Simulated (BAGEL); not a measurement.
# C2H2Cl2Sn (SMILES C#[C][SnH]([Cl])[Cl]), step by step

Wanted: a series of 15 runs (B3LYP/x2c-SVPall, RI-MP2/x2c-SVPall) of C2H2Cl2Sn. 

The calculation is run with BAGEL 1.2.2.

1 further run of the same task is left out (set aside as unsound or not needed).

### Step 1. The system as given

C2H2Cl2Sn has 7 atoms, charge 0, and is taken as a singlet. SMILES: `C#[C][SnH]([Cl])[Cl]`. One bond was lengthened or shortened from a relaxed shape.

Bond lengths: C1–C2 1.205 Å, C2–Sn3 2.058 Å, Sn3–Cl4 2.309 Å, Sn3–Cl5 2.309 Å, C1–H6 1.067 Å, Sn3–H7 1.437 Å. Angles: C1–C2–Sn3 179.2°, C2–Sn3–Cl4 107.9°, C2–Sn3–Cl5 107.9°, Cl4–Sn3–Cl5 106.8°, C2–C1–H6 179.7°, C2–Sn3–H7 115.3°, Cl4–Sn3–H7 109.3°, Cl5–Sn3–H7 109.3°.

### Step 2. A single-point energy at B3LYP/x2c-SVPall (DKH2, density fitting with AutoAux) (run 1)

File calc.json:

```json
{ "bagel" : [

{
  "title" : "molecule",
  "basis" : "x2c-svpall.json",
  "df_basis" : "x2c-svpall-autoaux.json",
  "angstrom" : false,
  "dkh" : true,
  "geometry" : [
    { "atom" : "C", "xyz" : [ -2.98546114,  2.35088355,  1.13291349 ] },
    { "atom" : "C", "xyz" : [ -1.24105496,  0.91979396,  0.82677786 ] },
    { "atom" : "Sn", "xyz" : [  1.74225568, -1.53099186,  0.35472427 ] },
    { "atom" : "Cl", "xyz" : [  0.47632815, -4.67058284, -2.39803978 ] },
    { "atom" : "Cl", "xyz" : [  4.96688434,  0.64767339, -1.61852775 ] },
    { "atom" : "H", "xyz" : [ -4.52993430,  3.61926772,  1.39520747 ] },
    { "atom" : "H", "xyz" : [  2.68643466, -2.66262411,  2.63597897 ] }
  ]
},
{
  "title" : "ks",
  "xc_func" : "b3lyp"
},
{
  "title" : "print",
  "file" : "orbitals.molden",
  "orbitals" : true
}

]}
```

The basis set x2c-SVPall is read from a file made from the Basis Set Exchange's data (not shown).

Run with:

```bash
BAGEL_NUM_THREADS=1 BAGEL calc.json > calc.out
```

Log:

```text
* using 1 threads per process

  ===============================================================
  ===============================================================

  *** Geometry ***

  { "atom" : "C", "xyz" : [     -2.985461,      2.350884,      1.132913 ] },
  { "atom" : "C", "xyz" : [     -1.241055,      0.919794,      0.826778 ] },
  { "atom" : "Sn", "xyz" : [      1.742256,     -1.530992,      0.354724 ] },
  { "atom" : "Cl", "xyz" : [      0.476328,     -4.670583,     -2.398040 ] },
  { "atom" : "Cl", "xyz" : [      4.966884,      0.647673,     -1.618528 ] },
  { "atom" : "H", "xyz" : [     -4.529934,      3.619268,      1.395207 ] },
  { "atom" : "H", "xyz" : [      2.686435,     -2.662624,      2.635979 ] },

  Number of auxiliary basis functions:      936

  Since a DF basis is specified, we compute 2- and 3-index integrals:
    o Being stored without compression. Storage requirement is 0.091 GB

  Number of basis functions:      110
  Number of electrons      :       98

    * METHOD: MOLECULE                             1.03

  *** Kohn-Sham DFT ***

    * Removing 12406 points whose weight is below 1.00e-10
    * Grid points: 91936

  === Nuclear Repulsion ===
   666.6967232368

       - DIIS with orbital gradients will be used.

  === KS iteration (b3lyp / x2c-svpall.json) ===
      0      -7131.20476577          0.09877075           1.21
      1      -6834.96842584          0.18547892           1.12
      2      -7058.42866683          0.08556379           1.15
      3      -7110.54122161          0.10517299           1.16
      4      -7167.71718586          0.06318416           1.16
      5      -7129.86860780          0.10986194           1.14
      6      -7142.47025545          0.12761880           1.21
      7      -7135.72465097          0.11763544           1.15
      8      -7146.85007793          0.06736027           1.19
      9      -7150.30857943          0.09831351           1.19
     10      -7159.46433084          0.08924581           1.18
     11      -7167.14435740          0.05896910           1.19
     12      -7162.55467284          0.06430069           1.18
     13      -7163.21084378          0.06269528           1.16
     14      -7147.69059236          0.06272887           1.21
     15      -7160.26308728          0.07507522           1.21
[... 26 lines of this table left out ...]
     42      -7174.60496681          0.00000561           1.13
     43      -7174.60496684          0.00000119           1.24
     44      -7174.60496684          0.00000072           1.23
     45      -7174.60496684          0.00000011           1.09
     46      -7174.60496684          0.00000008           1.11
     47      -7174.60496684          0.00000004           1.13
     48      -7174.60496684          0.00000001           1.08
     49      -7174.60496684          0.00000001           1.10
    * SCF iteration converged.

    * Permanent dipole moment:
           (    0.426838,    -0.221371,    -0.951765) a.u.

    * METHOD: KS                                  58.51

    * METHOD: PRINT                                0.02

  ===============================================================
```

It took 60 s on 1 thread of Arm Neoverse V2, shared host; peak memory 0.64 GiB.

### Step 3. Bond 7-3 at 1.691 A: a single-point energy at RI-MP2/x2c-SVPall (DKH2, density fitting with AutoAux) (run 2)

File input.json:

```json
{ "bagel" : [

{
  "title" : "molecule",
  "basis" : "x2c-svpall.json",
  "df_basis" : "x2c-svpall-autoaux.json",
  "dkh" : "true",
  "geometry" : [
    { "atom" : "C", "xyz" : [ -3.15206507,  2.55056524,  0.73037537 ] },
    { "atom" : "C", "xyz" : [ -1.40765888,  1.11947565,  0.42423974 ] },
    { "atom" : "Sn", "xyz" : [  1.57565175, -1.33131017, -0.04781385 ] },
    { "atom" : "Cl", "xyz" : [  0.30972422, -4.47090115, -2.80057790 ] },
    { "atom" : "Cl", "xyz" : [  4.80028041,  0.84735508, -2.02106587 ] },
    { "atom" : "H", "xyz" : [ -4.69653823,  3.81894941,  0.99266935 ] },
    { "atom" : "H", "xyz" : [  2.68643466, -2.66262411,  2.63597897 ] }
  ]
},
{
  "title" : "hf"
},
{
  "title" : "mp2",
  "ncore" : 30
}

]}
```

The basis set x2c-SVPall is read from a file made from the Basis Set Exchange's data (not shown).

Run with:

```bash
BAGEL_NUM_THREADS=1 BAGEL input.json > input.out
```

Log:

```text
* using 1 threads per process

  ===============================================================
  ===============================================================

  *** Geometry ***

  { "atom" : "C", "xyz" : [     -3.152065,      2.550565,      0.730375 ] },
  { "atom" : "C", "xyz" : [     -1.407659,      1.119476,      0.424240 ] },
  { "atom" : "Sn", "xyz" : [      1.575652,     -1.331310,     -0.047814 ] },
  { "atom" : "Cl", "xyz" : [      0.309724,     -4.470901,     -2.800578 ] },
  { "atom" : "Cl", "xyz" : [      4.800280,      0.847355,     -2.021066 ] },
  { "atom" : "H", "xyz" : [     -4.696538,      3.818949,      0.992669 ] },
  { "atom" : "H", "xyz" : [      2.686435,     -2.662624,      2.635979 ] },

  Number of auxiliary basis functions:      936

  Since a DF basis is specified, we compute 2- and 3-index integrals:
    o Being stored without compression. Storage requirement is 0.091 GB

  Number of basis functions:      110
  Number of electrons      :       98

    * METHOD: MOLECULE                             1.01

  *** RHF ***

  === Nuclear Repulsion ===
   663.5040742047

      * DIIS with orbital gradients will be used.

  === RHF iteration (x2c-svpall.json) ===
      0      -7169.75932532          0.00941937           0.61
      1      -7169.85435683          0.00418863           0.66
      2      -7169.87129572          0.00086698           0.63
      3      -7169.87213122          0.00046922           0.61
      4      -7169.87232033          0.00005353           0.65
      5      -7169.87232528          0.00001453           0.67
      6      -7169.87232582          0.00000548           0.64
      7      -7169.87232592          0.00000131           0.62
      8      -7169.87232593          0.00000052           0.62
      9      -7169.87232593          0.00000020           0.61
     10      -7169.87232593          0.00000012           0.63
     11      -7169.87232593          0.00000005           0.61
     12      -7169.87232593          0.00000003           0.64
     13      -7169.87232593          0.00000001           0.63
     14      -7169.87232593          0.00000000           0.60
    * SCF iteration converged.

    * Permanent dipole moment:
           (    0.575961,    -0.339398,    -1.005678) a.u.

    * METHOD: HF                                  10.54

  *** RHF ***

  === Nuclear Repulsion ===
   663.5040742047

      * DIIS with orbital gradients will be used.

  === RHF iteration (x2c-svpall.json) ===
      0      -7169.87232593          0.00000000           0.62
    * SCF iteration converged.

    * Permanent dipole moment:
           (    0.575962,    -0.339399,    -1.005678) a.u.

  === DF-MP2 calculation ===

    * freezing 30 orbitals
    * 3-index integral transformation done
    * assembly done

      MP2 correlation energy:   -0.6097984280      0.24

      MP2 total energy:       -7170.4821243550

    * METHOD: MP2                                  1.68

  ===============================================================
```

It took 14 s on 1 thread of Arm Neoverse V2, shared host; peak memory 0.35 GiB.

Runs 3 to 13 aren't shown in full; the table further down has their settings and results.

### Step 4. Bond 7-3 at 4.734 A: the energy at RI-MP2/x2c-SVPall (DKH2, density fitting with AutoAux) (run 14)

File input.json:

```json
{ "bagel" : [

{
  "title" : "molecule",
  "basis" : "x2c-svpall.json",
  "df_basis" : "x2c-svpall-autoaux.json",
  "dkh" : true,
  "geometry" : [
    { "atom" : "C", "xyz" : [    -5.15144633,     4.94689859,    -4.10038822 ] },
    { "atom" : "C", "xyz" : [    -3.40704014,     3.51580900,    -4.40652385 ] },
    { "atom" : "Sn", "xyz" : [    -0.42372951,     1.06502319,    -4.87857743 ] },
    { "atom" : "Cl", "xyz" : [    -1.68965704,    -2.07456780,    -7.63134148 ] },
    { "atom" : "Cl", "xyz" : [     2.80089915,     3.24368844,    -6.85182945 ] },
    { "atom" : "H", "xyz" : [    -6.69591949,     6.21528277,    -3.83809423 ] },
    { "atom" : "H", "xyz" : [     2.68643466,    -2.66262411,     2.63597897 ] }
  ]
},

{
  "title" : "hf",
  "charge" : 0
},

{
  "title" : "mp2",
  "charge" : 0,
  "ncore" : 30
}

]}
```

The basis set x2c-SVPall is read from a file made from the Basis Set Exchange's data (not shown).

Run with:

```bash
BAGEL_NUM_THREADS=1 BAGEL input.json > input.out
```

Log:

```text
* using 1 threads per process

  ===============================================================
  ===============================================================

  *** Geometry ***

  { "atom" : "C", "xyz" : [     -5.151446,      4.946899,     -4.100388 ] },
  { "atom" : "C", "xyz" : [     -3.407040,      3.515809,     -4.406524 ] },
  { "atom" : "Sn", "xyz" : [     -0.423730,      1.065023,     -4.878577 ] },
  { "atom" : "Cl", "xyz" : [     -1.689657,     -2.074568,     -7.631341 ] },
  { "atom" : "Cl", "xyz" : [      2.800899,      3.243688,     -6.851829 ] },
  { "atom" : "H", "xyz" : [     -6.695919,      6.215283,     -3.838094 ] },
  { "atom" : "H", "xyz" : [      2.686435,     -2.662624,      2.635979 ] },

  Number of auxiliary basis functions:      936

  Since a DF basis is specified, we compute 2- and 3-index integrals:
    o Being stored without compression. Storage requirement is 0.091 GB

  Number of basis functions:      110
  Number of electrons      :       98

    * METHOD: MOLECULE                             0.97

  *** RHF ***

  === Nuclear Repulsion ===
   650.2327836570

      * DIIS with orbital gradients will be used.

  === RHF iteration (x2c-svpall.json) ===
      0      -7169.50288846          0.00956712           0.60
      1      -7169.57218280          0.00594430           0.59
      2      -7169.60956804          0.00279316           0.61
      3      -7169.62365352          0.00084262           0.59
      4      -7169.62529921          0.00009138           0.61
      5      -7169.62531698          0.00005583           0.57
      6      -7169.62532454          0.00001806           0.58
      7      -7169.62532575          0.00000457           0.61
      8      -7169.62532580          0.00000223           0.61
      9      -7169.62532581          0.00000129           0.62
     10      -7169.62532581          0.00000088           0.62
     11      -7169.62532581          0.00000036           0.63
     12      -7169.62532581          0.00000026           0.63
     13      -7169.62532581          0.00000008           0.60
     14      -7169.62532581          0.00000002           0.64
     15      -7169.62532581          0.00000001           0.63
     16      -7169.62532581          0.00000001           0.62
    * SCF iteration converged.

    * Permanent dipole moment:
           (    1.018739,    -0.872752,     0.081537) a.u.

    * METHOD: HF                                  11.52

  *** RHF ***

  === Nuclear Repulsion ===
   650.2327836570

      * DIIS with orbital gradients will be used.

  === RHF iteration (x2c-svpall.json) ===
      0      -7169.62532581          0.00000001           0.62
    * SCF iteration converged.

    * Permanent dipole moment:
           (    1.018737,    -0.872749,     0.081531) a.u.

  === DF-MP2 calculation ===

    * freezing 30 orbitals
    * 3-index integral transformation done
    * assembly done

      MP2 correlation energy:   -0.6945328538      0.21

      MP2 total energy:       -7170.3198586685

    * METHOD: MP2                                  1.67

  ===============================================================
```

Run time: 14 s. Hardware: 1 thread of Arm Neoverse V2, shared host; peak memory 0.35 GiB.

### Step 5. Bond 7-3 at 4.734 A: a single-point energy at B3LYP/x2c-SVPall (DKH2, density fitting with AutoAux) (run 15)

File dft.json:

```json
{ "bagel": [

{
  "title": "molecule",
  "basis": "x2c-svpall.json",
  "df_basis": "x2c-svpall-autoaux.json",
  "angstrom": false,
  "dkh": true,
  "geometry": [
    { "atom": "C", "xyz": [    -5.15144633,     4.94689859,    -4.10038822 ] },
    { "atom": "C", "xyz": [    -3.40704014,     3.51580900,    -4.40652385 ] },
    { "atom": "Sn", "xyz": [    -0.42372951,     1.06502319,    -4.87857743 ] },
    { "atom": "Cl", "xyz": [    -1.68965704,    -2.07456780,    -7.63134148 ] },
    { "atom": "Cl", "xyz": [     2.80089915,     3.24368844,    -6.85182945 ] },
    { "atom": "H", "xyz": [    -6.69591949,     6.21528277,    -3.83809423 ] },
    { "atom": "H", "xyz": [     2.68643466,    -2.66262411,     2.63597897 ] }
  ]
},

{ "title": "ks", "xc_func": "b3lyp" },

{ "title": "print", "file": "orbitals.molden", "orbitals": true }

]}
```

The basis set x2c-SVPall is read from a file made from the Basis Set Exchange's data (not shown).

Run with:

```bash
BAGEL_NUM_THREADS=1 BAGEL dft.json > dft.out
```

Log:

```text
* using 1 threads per process

  ===============================================================
  ===============================================================

  *** Geometry ***

  { "atom" : "C", "xyz" : [     -5.151446,      4.946899,     -4.100388 ] },
  { "atom" : "C", "xyz" : [     -3.407040,      3.515809,     -4.406524 ] },
  { "atom" : "Sn", "xyz" : [     -0.423730,      1.065023,     -4.878577 ] },
  { "atom" : "Cl", "xyz" : [     -1.689657,     -2.074568,     -7.631341 ] },
  { "atom" : "Cl", "xyz" : [      2.800899,      3.243688,     -6.851829 ] },
  { "atom" : "H", "xyz" : [     -6.695919,      6.215283,     -3.838094 ] },
  { "atom" : "H", "xyz" : [      2.686435,     -2.662624,      2.635979 ] },

  Number of auxiliary basis functions:      936

  Since a DF basis is specified, we compute 2- and 3-index integrals:
    o Being stored without compression. Storage requirement is 0.091 GB

  Number of basis functions:      110
  Number of electrons      :       98

    * METHOD: MOLECULE                             0.94

  *** Kohn-Sham DFT ***

    * Removing 11095 points whose weight is below 1.00e-10
    * Grid points: 93247

  === Nuclear Repulsion ===
   650.2327836570

       - DIIS with orbital gradients will be used.

  === KS iteration (b3lyp / x2c-svpall.json) ===
      0      -7131.81009623          0.09562939           1.11
      1      -6854.81053654          0.17826150           1.07
      2      -7059.85234968          0.07562501           1.14
      3      -6989.80783926          0.21953955           1.13
      4      -7115.31451570          0.07999605           1.16
      5      -7114.36844836          0.12779630           1.18
      6      -7147.46947930          0.08422184           1.14
      7      -7159.07452115          0.07951739           1.14
      8      -7139.34094403          0.07100092           1.18
      9      -7163.62925136          0.06936045           1.15
     10      -7172.76701396          0.03177245           1.18
     11      -7173.13014148          0.02785475           1.24
     12      -7172.54468258          0.03354574           1.18
     13      -7173.70898237          0.01846050           1.19
     14      -7173.52757266          0.02301095           1.25
     15      -7174.40829263          0.00502995           1.16
[... 22 lines of this table left out ...]
     38      -7174.46094270          0.00000145           1.14
     39      -7174.46094265          0.00000456           1.17
     40      -7174.46094270          0.00000046           1.13
     41      -7174.46094270          0.00000014           1.09
     42      -7174.46094270          0.00000009           1.07
     43      -7174.46094270          0.00000013           1.09
     44      -7174.46094270          0.00000002           1.03
     45      -7174.46094270          0.00000001           1.06
    * SCF iteration converged.

    * Permanent dipole moment:
           (    0.795655,    -0.666367,    -0.041041) a.u.

    * METHOD: KS                                  53.22

    * METHOD: PRINT                                0.02

  ===============================================================
```

Run time: 55 s. Hardware: 1 thread of Arm Neoverse V2, shared host; peak memory 0.64 GiB.

### Step 6. Overview of the runs

```tsv
run	level	frozen core orbitals	partner	energy (Eh)	dipole moment (D)	HOMO energy (eV)	LUMO energy (eV)	wall time
1	B3LYP/x2c-SVPall (DKH2, density fitting with AutoAux)	–	bond 7-3 at 1.437 A	-7174.604967	2.71	-8.37	-1.27	60 s
2	RI-MP2/x2c-SVPall (DKH2, density fitting with AutoAux)	30	bond 7-3 at 1.691 A	-7170.482124	–	–	–	14 s
3	B3LYP/x2c-SVPall (DKH2, density fitting with AutoAux)	–	bond 7-3 at 1.691 A	-7174.632264	2.55	-8.43	-1.48	42 s
4	RI-MP2/x2c-SVPall (DKH2, density fitting with AutoAux)	30	bond 7-3 at 1.944 A	-7170.468303	–	–	–	13 s
5	B3LYP/x2c-SVPall (DKH2, density fitting with AutoAux)	–	bond 7-3 at 1.944 A	-7174.621101	2.41	-8.48	-2.01	34 s
6	RI-MP2/x2c-SVPall (DKH2, density fitting with AutoAux)	30	bond 7-3 at 2.283 A	-7170.431895	–	–	–	14 s
7	B3LYP/x2c-SVPall (DKH2, density fitting with AutoAux)	–	bond 7-3 at 2.283 A	-7174.588733	2.30	-8.21	-2.97	37 s
8	RI-MP2/x2c-SVPall (DKH2, density fitting with AutoAux)	30	bond 7-3 at 2.705 A	-7170.386660	–	–	–	14 s
9	B3LYP/x2c-SVPall (DKH2, density fitting with AutoAux)	–	bond 7-3 at 2.705 A	-7174.547943	2.33	-7.67	-3.95	36 s
10	RI-MP2/x2c-SVPall (DKH2, density fitting with AutoAux)	30	bond 7-3 at 3.213 A	-7170.346696	–	–	–	14 s
11	B3LYP/x2c-SVPall (DKH2, density fitting with AutoAux)	–	bond 7-3 at 3.213 A	-7174.510690	2.46	-7.13	-4.70	41 s
12	RI-MP2/x2c-SVPall (DKH2, density fitting with AutoAux)	30	bond 7-3 at 3.889 A	-7170.319672	–	–	–	15 s
13	B3LYP/x2c-SVPall (DKH2, density fitting with AutoAux)	–	bond 7-3 at 3.889 A	-7174.479956	2.59	-6.68	-5.23	77 s
14	RI-MP2/x2c-SVPall (DKH2, density fitting with AutoAux)	30	bond 7-3 at 4.734 A	-7170.319859	–	–	–	14 s
15	B3LYP/x2c-SVPall (DKH2, density fitting with AutoAux)	–	bond 7-3 at 4.734 A	-7174.460943	2.64	-6.38	-5.51	55 s
```

### Step 7. Results

```
                                  quantity           value
 bond 7-3 at 4.734 A, run 15: total energy  -7174.46094 Eh
bond 7-3 at 4.734 A, run 15: dipole moment          2.64 D
  bond 7-3 at 4.734 A, run 15: HOMO energy        -6.38 eV
  bond 7-3 at 4.734 A, run 15: LUMO energy        -5.51 eV
bond 7-3 at 4.734 A, run 15: HOMO–LUMO gap         0.87 eV
```

What this shows: In runs 10, 11, 12, 13, 14, 15 a closed-shell determinant meets a far-stretched bond, which it describes badly. All runs together took 8 min, the longest 77 s.
